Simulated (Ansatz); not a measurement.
# S2: an atomisation energy

With Ansatz's Python interface.

Interactive session:
```pycon
>>> from collections import Counter
>>> import ansatz
>>> BASIS = "aug-cc-pVDZ"
>>> FUNCTIONAL = "B3LYP"
>>> DISPERSION = "d3bj"
>>> def total_energy(molecule, charge=0, unpaired=0):
...     calc = molecule.calculation().basis(gaussian=BASIS).functional(FUNCTIONAL, dispersion=DISPERSION)
...     if charge:
...         calc = calc.charge(charge)
...     if unpaired:
...         calc = calc.spin("collinear", total=unpaired)
...     report = calc.run().report
...     if report["published_state_doubts"]:
...         print("  doubts:", report["published_state_doubts"])
...     return report["free_energy_ev"]
...
>>> GEOMETRY = """
... S     0.00000    0.00000    0.00000
... S     0.00000    0.00000    1.97000
... """
>>> system = ansatz.Crystal.molecule()
>>> for line in GEOMETRY.strip().splitlines():
...     symbol, *xyz = line.split()
...     system = system.atom(symbol, [float(v) for v in xyz])
...
>>> # unpaired electrons of the ground-state atoms
>>> unpaired = {"S": 2}
>>> counts = Counter(site.symbol for site in system.cartesian_sites)
>>> atom_energy = {s: total_energy(ansatz.Crystal.molecule().atom(s, (0, 0, 0)), 0, unpaired[s]) for s in counts}
>>> whole = total_energy(system, 0, 2)
>>> for s, e in atom_energy.items():
...     print(f"{s:2s} x{counts[s]}  {e:14.5f} eV")
...
S  x2    -10833.61458 eV
>>> print(f"S2: {whole:.5f} eV")
S2: -21671.49998 eV
>>> split = sum(counts[s] * e for s, e in atom_energy.items()) - whole
>>> print(f"atomisation energy (no zero-point term): {96.485332 * split:.1f} kJ/mol, {split / sum(counts.values()):.3f} eV an atom")
atomisation energy (no zero-point term): 412.1 kJ/mol, 2.135 eV an atom
```

412.1 kJ/mol from the electronic energies, without the zero-point term.

Total energies depend on the basis set; only differences at equal settings carry meaning. The geometry is a force-field or estimated start, not a minimum of this method, and the basis set is short of its limit. All parts are taken at fixed geometry, without zero-point energy. The species is open-shell (spin multiplicity 3). b3lyp holds the VWN-RPA fit, as in Gaussian; the form of ORCA and Turbomole is b3lyp5. For Al to Cl the sets with a tight d function, cc-pV(X+d)Z, are usual. The spin state was assumed, and another may lie lower. Finished in 1.4 s on 1 thread of Intel(R) Xeon(R) Processor @ 2.30GHz, on a shared host, peak memory 0.22 GiB.
